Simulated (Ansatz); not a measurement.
Working through a rigid scan of one bond angle of C₂H₅BSe, SMILES B[Se]C=C

Program: the Python package of Ansatz (0.2.0).

Notebook, run cell by cell (the value of a cell's last expression is shown):

In [1]:
```python
import ansatz
from ase import Atoms

atoms = Atoms(["B", "Se", "C", "C", "H", "H", "H", "H", "H"], positions=[
    (0.0615, 1.77, -0.6242),
    (1.2643, 0.2853, -1.0173),
    (0.5253, -0.7065, 0.4523),
    (-0.3756, -1.551, 0.2872),
    (0.3416, 2.6708, 0.0834),
    (-1.0596, 1.8497, -1.1318),
    (1.0184, -0.5727, 1.456),
    (-0.803, -2.105, 1.1266),
    (-0.8845, -1.687, -0.6493),
])

# relax first, so that the scan starts from a minimum
first = (
    ansatz.Crystal.molecule_from_ase(atoms).calculation()
    .basis(gaussian="def2-SVP")
    .functional("R2SCAN0")
    .relax(force_tolerance=0.02, max_steps=80)
)
atoms.positions = first.run().report["positions_ang"]
```

In [2]:
```python
rows = []
for angle in [90, 100, 110, 120, 135, 150, 165, 179]:
    bent = atoms.copy()
    bent.set_angle(2, 1, 0, angle, indices=[0, 4, 5])
    calc = ansatz.Crystal.molecule_from_ase(bent).calculation()
    calc = calc.basis(gaussian="def2-SVP")
    calc = calc.functional("R2SCAN0")
    rows.append((angle, calc.run().report["free_energy_ev"]))
floor = min(e for _, e in rows)
for angle, e in rows:
    print(f"angle C2-Se1-B0 = {angle:3d} deg   {1000 * (e - floor):9.1f} meV")
```
```text
angle C2-Se1-B0 =  90 deg       169.2 meV
angle C2-Se1-B0 = 100 deg         0.0 meV
angle C2-Se1-B0 = 110 deg        58.6 meV
angle C2-Se1-B0 = 120 deg       271.5 meV
angle C2-Se1-B0 = 135 deg       803.7 meV
angle C2-Se1-B0 = 150 deg      1490.9 meV
angle C2-Se1-B0 = 165 deg      2143.5 meV
angle C2-Se1-B0 = 179 deg      2454.8 meV
```

The scan is rigid, and the energies are electronic, in a modest basis. The zero is the lowest point of the grid, which needn't be the minimum. Hardware and time: 4.2 min on 1 thread of Arm Neoverse V1, on a shared host, peak memory 0.31 GiB.
